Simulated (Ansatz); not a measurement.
# ClH6N3Si: the cost of one run

Method: the settings change from run to run; program: Ansatz 0.2.0, Gaussian basis.

## 1. The geometry

The structure was relaxed beforehand with PBE0-D4 in a triple-zeta def2 set.

11 atoms, charge 0, spin multiplicity 1.

Atoms are counted from 1 here; the program's logs count them from 0.

Bond lengths: N1–Si2 1.701 Å, N1–H6 1.006 Å, N1–H7 1.006 Å, Si2–N3 1.701 Å, Si2–N4 1.700 Å, Si2–Cl5 2.089 Å, N3–H8 1.006 Å, N3–H9 1.006 Å, N4–H10 1.006 Å, N4–H11 1.006 Å. Angles: Si2–N1–H6 121.8°, Si2–N1–H7 118.5°, H6–N1–H7 112.2°, N1–Si2–N3 110.0°, N1–Si2–N4 109.9°, N1–Si2–Cl5 109.1°, N3–Si2–N4 110.3°, N3–Si2–Cl5 108.7°, N4–Si2–Cl5 108.8°, Si2–N3–H8 121.9°, Si2–N3–H9 118.6°, H8–N3–H9 112.3°, Si2–N4–H10 118.7°, Si2–N4–H11 122.0°, H10–N4–H11 112.4°.

## 2. BHLYP/cc-pVTZ

This run has atoms shaken by 0.03 Å, a grid of angular degree 47, high accuracy.

in.yaml

```yaml
crystal:
  periodic: [false, false, false]
  atoms:
    - {symbol: N, position_ang: [-1.180003, 1.101630, -0.129600]}
    - {symbol: Si, position_ang: [0.245555, 0.106088, 0.035213]}
    - {symbol: N, position_ang: [-0.017087, -0.950470, 1.347650]}
    - {symbol: N, position_ang: [0.531400, -0.726252, -1.308127]}
    - {symbol: Cl, position_ang: [1.840064, 1.396562, 0.423412]}
    - {symbol: H, position_ang: [-1.123382, 2.011478, -0.554711]}
    - {symbol: H, position_ang: [-1.886438, 1.007039, 0.536340]}
    - {symbol: H, position_ang: [0.263585, -0.656045, 2.351189]}
    - {symbol: H, position_ang: [0.089625, -1.907393, 1.218077]}
    - {symbol: H, position_ang: [-0.068435, -0.655847, -2.196921]}
    - {symbol: H, position_ang: [1.460263, -1.020547, -1.663974]}
basis:
  gaussian: {orbitals: cc-pVTZ, final_grid: {core_spheres: 20, valence_spheres: 16, degree: 47}}
hamiltonian: {xc: {name: BHLYP}}
accuracy: high
output: {forces: true}
```

On the command line:

```
$ ansatz run in.yaml --threads 4 --pin off --events-out ev --progress --plain --max-ram 10444MiB
```

What time and memory should one allow on 4 threads of Arm Neoverse V2, shared host?

About 16 s, with a peak of 1.8 GiB.
